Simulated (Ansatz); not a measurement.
# One shape, several levels: GeNH4Cl (SMILES [NH2][GeH2][Cl])

Aim: a comparison of 6 runs (B2PLYP/cc-pVDZ, PBE/cc-pVDZ, r2SCAN/cc-pVDZ, revPBE/cc-pVDZ, MP2/cc-pVDZ, CCSD/cc-pVDZ) of GeNH4Cl. 

The results are computed with Ansatz 0.2.0.

68 further runs of the same task are left out: 68 set aside as unsound or not needed.

### 1 The structure to begin with

The species is GeNH4Cl (7 atoms), meant as a singlet with charge 0. SMILES: `[NH2][GeH2][Cl]`. The Ge2–H7 distance was set to 2.295 Å, away from the relaxed value. At this shape a bond of the SMILES string is far longer than usual.

Bond lengths: N1–Ge2 1.818 Å, Ge2–Cl3 2.176 Å, N1–H4 1.010 Å, N1–H5 1.010 Å, Ge2–H6 1.530 Å. Angles: N1–Ge2–Cl3 112.8°, N1–Ge2–H6 108.7°, Cl3–Ge2–H6 105.8°, Ge2–N1–H4 115.0°, Ge2–N1–H5 115.0°, H4–N1–H5 109.1°. A long bond or contact: Ge2–H7 2.295 Å.

### 2 A single-point energy at B2PLYP/cc-pVDZ (run 1)

job.yaml reads:

```yaml
crystal:
  periodic: [false, false, false]
  atoms:
    - symbol: "N"
      position_ang: [-1.443071, 0.486499, -0.320787]
    - symbol: Ge
      position_ang: [-0.070271, -0.025701, 0.755113]
    - symbol: Cl
      position_ang: [-0.255671, -2.083601, 1.436413]
    - symbol: H
      position_ang: [-2.351071, 0.497799, 0.122313]
    - symbol: H
      position_ang: [-1.509071, -0.014301, -1.195787]
    - symbol: H
      position_ang: [-0.090871, 0.835899, 2.019113]
    - symbol: H
      position_ang: [1.880200, 0.061300, -0.450600]
basis:
  gaussian: {orbitals: cc-pVDZ}
hamiltonian: {xc: {name: B2PLYP}}
correlation: {frozen_orbitals: {Cl: 5, Ge: 9, H: 0, "N": 1}}
accuracy: high
output: {orbitals: {seedname: orbitals}}
```

The run is started by

```console
$ ansatz run job.yaml --threads 1 --pin off --max-ram 3480MiB --events-out events.jsonl --progress --plain --runs-dir runs
```

The program printed:

```text
Warning: RAYON_NUM_THREADS=1 ignored (pool sized by the plan → 1); use --threads N
Functional definition: B2PLYP
  name "B2PLYP"
  parameter a = 0.53
  parameter c = 0.27
  exchange = (1 - a)*b88_x + a*exact_x
  correlation = (1 - c)*lyp_c + c*(mp2_os + mp2_ss)
1807 factors; integrals over basis functions are off by at most 4.4e-9 eV
mean field evaluation 1: about -70570.2792 eV, gradient 4.1e1 eV
mean field evaluation 2: about -70570.4767 eV, gradient 4.1e1 eV
mean field evaluation 4: about -70573.9460 eV, gradient 3.1e0 eV
mean field evaluation 8: about -70573.9831 eV, gradient 1.6e-1 eV
mean field evaluation 16: about -70573.9832 eV, gradient 1.6e-4 eV
mean field -70573.98323425 eV, -2593.5460470948 hartree, gradient 4.9e-8 eV, S^2 0.000000; 0 other end points of the search recorded, 0 dependent functions left out
15 core orbitals not correlated: weight in the atoms' cores, before any rotation towards them, 1.000 or more for the frozen orbitals, at most 0.000 for the correlated occupied ones
reference -70573.98325944 eV, -2593.5460480205 hartree; 15, 15 occupied and 49, 49 virtual orbitals, 1807 factors
second order -14.57699698 eV of doubles, -0.00000000 eV of singles
Total energy: -70577.91904863 eV, -2593.6906856052 hartree
```

It took 13 s on 1 thread of Arm Neoverse V1, shared host; peak memory 0.27 GiB.

### 3 A single-point energy at PBE/cc-pVDZ (run 2)

molecule.yaml reads:

```yaml
crystal:
  periodic: [false, false, false]
  atoms:
    - {symbol: "N", position_ang: [-1.443071, 0.486499, -0.320787]}
    - {symbol: Ge, position_ang: [-0.070271, -0.025701, 0.755113]}
    - {symbol: Cl, position_ang: [-0.255671, -2.083601, 1.436413]}
    - {symbol: H, position_ang: [-2.351071, 0.497799, 0.122313]}
    - {symbol: H, position_ang: [-1.509071, -0.014301, -1.195787]}
    - {symbol: H, position_ang: [-0.090871, 0.835899, 2.019113]}
    - {symbol: H, position_ang: [1.880200, 0.061300, -0.450600]}
basis:
  gaussian:
    orbitals: cc-pVDZ
total_charge: 0
hamiltonian:
  xc: pbe
accuracy: high
output: {orbitals: {seedname: orbitals}}
```

The run is started by

```console
$ ansatz run molecule.yaml --threads 1 --pin off --max-ram 3480MiB --events-out events.jsonl --progress --plain --runs-dir runs
```

The program printed:

```text
Warning: RAYON_NUM_THREADS=1 ignored (pool sized by the plan → 1); use --threads N
Functional definition: PBE
  name "PBE"
  parameter kappa = 0.804
  parameter beta = 0.06672455060314922
  exchange = pbe_x(kappa = kappa, mu = beta*pi^2/3)
  correlation = pbe_c(beta = beta)
1807 factors; integrals over basis functions are off by at most 4.4e-9 eV
mean field evaluation 1: about -70571.6840 eV, gradient 6.1e1 eV
mean field evaluation 2: about -70507.6563 eV, gradient 1.3e2 eV
mean field evaluation 4: about -70577.7785 eV, gradient 1.8e1 eV
mean field evaluation 8: about -70579.1992 eV, gradient 2.0e-1 eV
mean field evaluation 16: about -70579.1993 eV, gradient 1.3e-5 eV
mean field -70579.19928099 eV, -2593.7377332769 hartree, gradient 2.9e-8 eV, S^2 0.000000; 0 other end points of the search recorded, 0 dependent functions left out
reference -70579.19928414 eV, -2593.7377333926 hartree; 30, 30 occupied and 49, 49 virtual orbitals, 1807 factors
Total energy: -70579.19928414 eV, -2593.7377333926 hartree
```

Wall time 6.9 s (1 thread of Arm Neoverse V1, shared host); peak memory 0.2 GiB.

Runs 3 to 5 aren't shown in full; the table further down has their settings and results.

### 4 The energy at CCSD/cc-pVDZ (run 6)

input.yaml reads:

```yaml
crystal:
  periodic: [false, false, false]
  atoms:
    - {symbol: "N", position_ang: [-1.443071, 0.486499, -0.320787]}
    - {symbol: Ge, position_ang: [-0.070271, -0.025701, 0.755113]}
    - {symbol: Cl, position_ang: [-0.255671, -2.083601, 1.436413]}
    - {symbol: H, position_ang: [-2.351071, 0.497799, 0.122313]}
    - {symbol: H, position_ang: [-1.509071, -0.014301, -1.195787]}
    - {symbol: H, position_ang: [-0.090871, 0.835899, 2.019113]}
    - {symbol: H, position_ang: [1.880200, 0.061300, -0.450600]}
basis:
  gaussian:
    orbitals: cc-pVDZ
correlation:
  method: ccsd
  frozen_orbitals: {Cl: 5, Ge: 9, H: 0, "N": 1}
accuracy: high
scf:
  omitted_lower_state_checks: [cluster_reference, increment]
```

The run is started by

```console
$ ansatz run input.yaml --threads 1 --pin off --max-ram 3480MiB --events-out events.jsonl --progress --plain --runs-dir runs
```

The program printed:

```text
Warning: RAYON_NUM_THREADS=1 ignored (pool sized by the plan → 1); use --threads N
Functional definition: HF
  name "HF"
  exchange = exact_x
  correlation = 0
these checks for a lower state are left out or cut short: cluster_reference, increment
1807 factors; integrals over basis functions are off by at most 4.4e-9 eV
mean field evaluation 1: about -70518.5745 eV, gradient 2.9e1 eV
mean field evaluation 2: about -70518.6139 eV, gradient 2.9e1 eV
mean field evaluation 4: about -70520.7334 eV, gradient 2.4e0 eV
mean field evaluation 8: about -70520.7591 eV, gradient 1.9e-4 eV
mean field -70520.75909248 eV, -2591.5900959614 hartree, gradient 2.8e-8 eV, S^2 0.000000; 0 other end points of the search recorded, 0 dependent functions left out; unrestricted orbitals would lower it
15 core orbitals not correlated: weight in the atoms' cores, before any rotation towards them, 1.000 or more for the frozen orbitals, at most 0.000 for the correlated occupied ones
reference -70520.75909248 eV, -2591.5900959614 hartree; 15, 15 occupied and 49, 49 virtual orbitals, 1807 factors
second order -11.71122706 eV of doubles, -0.00000000 eV of singles
cycle   1  -12.40060864 eV  change   -6.9e-1 eV  update   9.0e-2
cycle   2  -12.80297547 eV  change   -4.0e-1 eV  update   3.6e-2
cycle   3  -12.88974665 eV  change   -8.7e-2 eV  update   1.6e-2
cycle   4  -12.88090920 eV  change    8.8e-3 eV  update   4.6e-3
cycle   5  -12.87980009 eV  change    1.1e-3 eV  update   1.6e-3
cycle   6  -12.87987613 eV  change   -7.6e-5 eV  update   5.3e-4
cycle   7  -12.87976483 eV  change    1.1e-4 eV  update   1.6e-4
cycle   8  -12.87980451 eV  change   -4.0e-5 eV  update   5.6e-5
cycle   9  -12.87981594 eV  change   -1.1e-5 eV  update   2.1e-5
cycle  10  -12.87980685 eV  change    9.1e-6 eV  update   7.3e-6
cycle  11  -12.87981044 eV  change   -3.6e-6 eV  update   2.5e-6
cycle  12  -12.87981021 eV  change    2.3e-7 eV  update   7.6e-7
cycle  13  -12.87981092 eV  change   -7.1e-7 eV  update   3.1e-7
cycle  14  -12.87981111 eV  change   -1.9e-7 eV  update   1.2e-7
cycle  15  -12.87981113 eV  change   -2.3e-8 eV  update   5.4e-8
cycle  16  -12.87981113 eV  change    5.2e-9 eV  update   3.1e-8
cycle  17  -12.87981198 eV  change   -8.6e-7 eV  update   2.8e-7
cycle  18  -12.87981237 eV  change   -3.8e-7 eV  update   1.2e-7
cycle  19  -12.87981248 eV  change   -1.2e-7 eV  update   3.9e-8
cycle  20  -12.87981250 eV  change   -1.6e-8 eV  update   1.3e-8
cycle  21  -12.87981250 eV  change   -2.2e-9 eV  update   4.2e-9
cycle  22  -12.87981250 eV  change   4.3e-10 eV  update   1.6e-9
Total energy: -70533.63890498 eV, -2592.0634203405 hartree
Checks for a lower state left out: cluster_reference, increment
```

Run time: 13 s. Hardware: 1 thread of Arm Neoverse V1, shared host; peak memory 0.36 GiB.

### 5 All runs side by side

```tsv
run	level	frozen core orbitals	energy (Eh)	HOMO energy (eV)	LUMO energy (eV)	HOMO–LUMO gap (eV)	wall time
1	B2PLYP/cc-pVDZ	15	-2593.690686	-8.75	-0.76	7.99	13 s
2	PBE/cc-pVDZ	–	-2593.737733	-6.47	-2.78	3.69	6.9 s
3	r2SCAN/cc-pVDZ	–	-2594.239184	-6.85	-2.73	4.12	15 s
4	revPBE/cc-pVDZ	–	-2594.052448	-6.44	-2.74	3.71	6.6 s
5	MP2/cc-pVDZ	15	-2592.020476	–	–	–	3.9 s
6	CCSD/cc-pVDZ	15	-2592.063420	–	–	–	13 s
```

### 6 Summary of results

```
                                           quantity           value
                                run 6: total energy  -2592.06342 Eh
run 6: correlation energy (15 core orbitals frozen)      -473.3 mEh
                               run 6: T1 diagnostic           0.011
```

**Reading.** Over runs 1, 2, 3, 4 the HOMO–LUMO gap runs from 3.69 eV (PBE/cc-pVDZ) to 7.99 eV (B2PLYP/cc-pVDZ). A double hybrid's value is that of its SCF part. Totals of different functionals can't be ranked against each other. In runs 5, 6 the log says that unrestricted orbitals would lower the reference, so the values rest on an unstable closed-shell determinant (other closed-shell runs at this shape may share the fault). All runs together took 58 s, the longest 15 s.
